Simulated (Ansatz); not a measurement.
**CoCl (quintet): the correlation ladder, def2-QZVPP**

The task here is to estimate one member of a computed series from the others.

Method: def2-QZVPP, core rule «outside noble gas», up to 14 orbitals frozen; program: Ansatz 0.2.0, Gaussian basis.

The runs, in order: UHF; ROHF; CCSD(T) on UHF.

**The geometry**

The geometry is a PBE0/def2-TZVP stationary point (not a proven minimum).

2 atoms, charge 0, spin multiplicity 5.

Atoms are counted from 1 here; the program's logs count them from 0.

Bond lengths: Co1–Cl2 2.173 Å.

The first run:

Contents of in.yaml:

```yaml
crystal:
  periodic: [false, false, false]
  atoms:
    - {symbol: Co, position_ang: [0.000000, 0.000000, 0.000000]}
    - {symbol: Cl, position_ang: [0.000000, 0.000000, 2.172600]}
basis:
  gaussian: {orbitals: "def2-QZVPP.json"}
magnetization: {spin_polarized: true, initial_magnetization: 4}
hamiltonian: {xc: hf}
output: {orbitals: {seedname: orbitals}}
```

Started as:

```console
> ansatz run in.yaml --threads 1 --pin off --events-out ev --progress --plain --max-ram 2560MiB --backend cpu
```

Steps of the session up to this table: UHF; ROHF; CCSD(T) on UHF.

One table of the session follows, with a row left open; its other results are not shown here.

It belongs to the step «Misses and costs». 

```
  method  from UCCSD(T) (kJ/mol)
    ROHF                       ?
     UHF                 +1288.4
    UMP2                   +85.5
   UCCSD                   +50.9
UCCSD(T)                       0
```

Estimate the missing values for ROHF.

As computed: from UCCSD(T) (kJ/mol): +1309.6. In the column «from UCCSD(T) (kJ/mol)» it is the highest.
